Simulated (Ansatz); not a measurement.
**CH6HfO3Se: how energies converge with the basis set**

How large a basis does CH6HfO3Se need? Two functionals are run in growing sets.

Computed with Ansatz 0.2.0, Gaussian basis. Level: one geometry, several basis sets.

Levels to be run: PBE0-D4/def2-SVP; ωB97M-V/def2-SVP; PBE0-D4/def2-QZVPP; ωB97M-V/def2-QZVPP; the functionals' def2-TZVPP values are taken from earlier runs.

## 1. The geometry

An earlier PBE0-D4 in a triple-zeta def2 set relaxation fixed the geometry. Hf takes the def2 core potential; no spin-orbit term is included.

SMILES `C[O][Hf]([OH])([OH])[SeH]`, 12 atoms, charge 0, spin multiplicity 1.

Atoms are counted from 1 here; the program's logs count them from 0.

Bond lengths: C1–O2 1.389 Å, C1–H7 1.095 Å, C1–H8 1.094 Å, C1–H9 1.095 Å, O2–Hf3 1.903 Å, Hf3–O4 1.918 Å, Hf3–O5 1.920 Å, Hf3–Se6 2.619 Å, O4–H10 0.951 Å, O5–H11 0.951 Å, Se6–H12 1.472 Å. Angles: O2–C1–H7 110.7°, O2–C1–H8 110.1°, O2–C1–H9 110.6°, H7–C1–H8 108.4°, H7–C1–H9 108.6°, H8–C1–H9 108.4°, C1–O2–Hf3 172.7°, O2–Hf3–O4 112.2°, O2–Hf3–O5 111.5°, O2–Hf3–Se6 103.2°, O4–Hf3–O5 109.4°, O4–Hf3–Se6 110.2°, O5–Hf3–Se6 110.3°, Hf3–O4–H10 170.6°, Hf3–O5–H11 164.4°, Hf3–Se6–H12 90.7°.

## 2. PBE0-D4 in def2-SVP

in.yaml reads:

```yaml
crystal:
  periodic: [false, false, false]
  atoms:
    - {symbol: C, position_ang: [0.451712, -2.392932, 0.037096]}
    - {symbol: O, position_ang: [0.256632, -1.018102, 0.082772]}
    - {symbol: Hf, position_ang: [-0.182420, 0.830471, -0.022415]}
    - {symbol: O, position_ang: [-0.572835, 1.380023, -1.818032]}
    - {symbol: O, position_ang: [-1.665920, 1.266476, 1.115129]}
    - {symbol: Se, position_ang: [1.993170, 2.012785, 0.830191]}
    - {symbol: H, position_ang: [0.356224, -2.764015, -0.988485]}
    - {symbol: H, position_ang: [1.452239, -2.642922, 0.403154]}
    - {symbol: H, position_ang: [-0.283901, -2.907238, 0.663955]}
    - {symbol: H, position_ang: [-0.912787, 1.607027, -2.676175]}
    - {symbol: H, position_ang: [-2.299719, 1.295103, 1.823415]}
    - {symbol: H, position_ang: [1.407616, 3.333344, 0.549374]}
basis:
  gaussian: {orbitals: def2-SVP}
hamiltonian: {xc: pbe0, dispersion: d4}
output: {orbitals: {seedname: orbitals}}
```

Launch:

```bash
> ansatz run in.yaml --threads 2 --pin off --events-out ev --progress --plain --max-ram 32768MiB --backend cpu
```

Standard output:

```text
Functional definition: PBE0
  name "PBE0"
  cite "Adamo & Barone, J. Chem. Phys. 110, 6158 (1999) doi:10.1063/1.478522"
  cite "Perdew, Burke & Ernzerhof, Phys. Rev. Lett. 77, 3865 (1996) doi:10.1103/PhysRevLett.77.3865"
  parent pbe
  parameter a = 0.25
  parameter kappa = 0.804
  parameter beta = 0.06672455060314922
  exchange = (1 - a)*pbe_x(kappa = kappa, mu = beta*pi^2/3) + a*exact_x
  correlation = pbe_c(beta = beta)
1475 factors; integrals over basis functions are off by at most 1.3e-3 eV
mean field evaluation 1: about -73895.8247 eV, gradient 8.5e1 eV
mean field evaluation 2: about -73852.6576 eV, gradient 1.7e2 eV
mean field evaluation 4: about -73908.9120 eV, gradient 6.5e0 eV
mean field evaluation 8: about -73909.1934 eV, gradient 9.3e-1 eV
mean field evaluation 16: about -73909.1958 eV, gradient 3.0e-4 eV
mean field -73909.19577135 eV, -2716.1128471450 hartree, gradient 2.0e-5 eV, S^2 0.000000; 0 other end points of the search recorded, 0 dependent functions left out
reference -73909.19582972 eV, -2716.1128492899 hartree; 41, 41 occupied and 109, 109 virtual orbitals, 1475 factors
Total energy: -73909.41148341 eV, -2716.1207744171 hartree
```

It took 6 s on 2 threads, shared host.

## 3. ωB97M-V in def2-SVP

Changes to in.yaml since step 2:

```diff
@@ -17,3 +17,3 @@
   gaussian: {orbitals: def2-SVP}
-hamiltonian: {xc: pbe0, dispersion: d4}
+hamiltonian: {xc: {name: wB97M-V}}
 output: {orbitals: {seedname: orbitals}}
```

Launched as before.

Standard output (excerpt; [...] marks lines left out):

```text
Functional definition: wB97M-V
  name "wB97M-V"
  cite "Mardirossian & Head-Gordon, J. Chem. Phys. 144, 214110 (2016) doi:10.1063/1.4952647"
  cite "Becke, J. Chem. Phys. 107, 8554 (1997) doi:10.1063/1.475007"
  cite "Vydrov & Van Voorhis, J. Chem. Phys. 133, 244103 (2010) doi:10.1063/1.3521275"
  # Of w^i u^j: cxij and so on, Table III.
[...]
  gx(w, u) = 1 - cx + cx01*u + cx10*w
  gss(w, u) = css00 + css04*u^4 + css10*w + css20*w^2 + css43*w^4*u^3
  gos(w, u) = cos00 + cos10*w + (cos20 + cos21*u)*w^2 + (cos60 + cos61*u)*w^6
[...]
      + integral(e_c_pw_mod_opposite_spin*gos(b97_w_opposite, b97_u_opposite)) + vv10(b, c)
1475 factors; integrals over basis functions are off by at most 1.3e-3 eV
351 factors; integrals over basis functions are off by at most 8.8e-6 eV
[...]
mean field -73916.72236209 eV, -2716.3894442528 hartree, gradient 1.3e-5 eV, S^2 0.000000; 0 other end points of the search recorded, 0 dependent functions left out
reference -73916.72245485 eV, -2716.3894476619 hartree; 41, 41 occupied and 109, 109 virtual orbitals, 1475 factors
Total energy: -73916.72245485 eV, -2716.3894476619 hartree
```

It took 21 s on 2 threads, shared host.

## 4. PBE0-D4 in def2-QZVPP

Changes to in.yaml since step 3:

```diff
@@ -16,4 +16,4 @@
 basis:
-  gaussian: {orbitals: def2-SVP}
-hamiltonian: {xc: {name: wB97M-V}}
+  gaussian: {orbitals: "def2-QZVPP.json"}
+hamiltonian: {xc: pbe0, dispersion: d4}
 output: {orbitals: {seedname: orbitals}}
```

Launch:

```bash
> ansatz run in.yaml --threads 2 --pin off --events-out ev --progress --plain --max-ram 32768MiB --backend cuda --devices 0, --max-vram 18GiB
```

Standard output:

```text
Functional definition: PBE0
  name "PBE0"
  cite "Adamo & Barone, J. Chem. Phys. 110, 6158 (1999) doi:10.1063/1.478522"
  cite "Perdew, Burke & Ernzerhof, Phys. Rev. Lett. 77, 3865 (1996) doi:10.1103/PhysRevLett.77.3865"
  parent pbe
  parameter a = 0.25
  parameter kappa = 0.804
  parameter beta = 0.06672455060314922
  exchange = (1 - a)*pbe_x(kappa = kappa, mu = beta*pi^2/3) + a*exact_x
  correlation = pbe_c(beta = beta)
2124 factors; their error is unknown
mean field evaluation 1: about -73911.2714 eV, gradient 1.0e2 eV
mean field evaluation 2: about -73852.0506 eV, gradient 2.0e2 eV
mean field evaluation 4: about -73927.7241 eV, gradient 1.1e1 eV
mean field evaluation 8: about -73927.9564 eV, gradient 3.8e-1 eV
mean field evaluation 16: about -73928.1697 eV, gradient 6.0e-4 eV
mean field -73928.16967014 eV, -2716.8101250644 hartree, gradient 2.1e-5 eV, S^2 0.000000; 0 other end points of the search recorded, 0 dependent functions left out
reference -73928.16971631 eV, -2716.8101267613 hartree; 41, 41 occupied and 537, 537 virtual orbitals, 2124 factors
Total energy: -73928.38537001 eV, -2716.8180518885 hartree
```

Run time: 4.8 s. Hardware: 1 × H100 (card shared with other runs) with 2 threads, shared host; peak host memory 1.1 GiB.

## 5. ωB97M-V in def2-QZVPP

Changes to in.yaml since step 4:

```diff
@@ -17,3 +17,3 @@
   gaussian: {orbitals: "def2-QZVPP.json"}
-hamiltonian: {xc: pbe0, dispersion: d4}
+hamiltonian: {xc: {name: wB97M-V}}
 output: {orbitals: {seedname: orbitals}}
```

Launched as before.

Standard output (excerpt; [...] marks lines left out):

```text
Functional definition: wB97M-V
  name "wB97M-V"
  cite "Mardirossian & Head-Gordon, J. Chem. Phys. 144, 214110 (2016) doi:10.1063/1.4952647"
  cite "Becke, J. Chem. Phys. 107, 8554 (1997) doi:10.1063/1.475007"
  cite "Vydrov & Van Voorhis, J. Chem. Phys. 133, 244103 (2010) doi:10.1063/1.3521275"
  # Of w^i u^j: cxij and so on, Table III.
[...]
  gx(w, u) = 1 - cx + cx01*u + cx10*w
  gss(w, u) = css00 + css04*u^4 + css10*w + css20*w^2 + css43*w^4*u^3
  gos(w, u) = cos00 + cos10*w + (cos20 + cos21*u)*w^2 + (cos60 + cos61*u)*w^6
[...]
      + integral(e_c_pw_mod_opposite_spin*gos(b97_w_opposite, b97_u_opposite)) + vv10(b, c)
2046 factors; their error is unknown
486 factors; integrals over basis functions are off by at most 9.2e-6 eV
[...]
mean field -73935.86689784 eV, -2717.0929929652 hartree, gradient 1.6e-5 eV, S^2 0.000000; 0 other end points of the search recorded, 0 dependent functions left out
reference -73935.86697044 eV, -2717.0929956332 hartree; 41, 41 occupied and 537, 537 virtual orbitals, 2046 factors
Total energy: -73935.86697044 eV, -2717.0929956332 hartree
```

Run time: 7 s. Hardware: 1 × H100 (card shared with other runs) with 2 threads, shared host; peak host memory 1.3 GiB.

## 6. Density functionals: the series

The def2-TZVPP values come from earlier runs at the same geometry.

```
functional       basis  functions  energy (eV)  from the largest (eV)  HOMO (eV)  LUMO (eV)
   PBE0-D4    def2-SVP        150  -73909.4115                 18.974      -6.39      -0.04
   PBE0-D4  def2-TZVPP        312  -73926.5778                  1.808      -6.53      -0.13
   PBE0-D4  def2-QZVPP        578  -73928.3854                  0.000      -6.56      -0.37
   ωB97M-V    def2-SVP        150  -73916.7225                 19.145      -8.49       1.28
   ωB97M-V  def2-TZVPP        312  -73934.1251                  1.742      -8.65       1.04
   ωB97M-V  def2-QZVPP        578  -73935.8670                  0.000      -8.69       0.51
```

## 7. Outcome

```
                                       quantity           value
PBE0-D4: double and triple zeta above quadruple  18.97, 1.81 eV
ωB97M-V: double and triple zeta above quadruple  19.14, 1.74 eV
```

For PBE0-D4 the step from double to triple zeta gains 17.17 eV and the next only 1.81 eV. These are total energies; as a rule much of such shifts cancels in differences, which this series doesn't test. The LUMO of ωB97M-V is positive and keeps falling with the basis (1.28 to 0.51 eV): an unbound level that the basis holds in place.
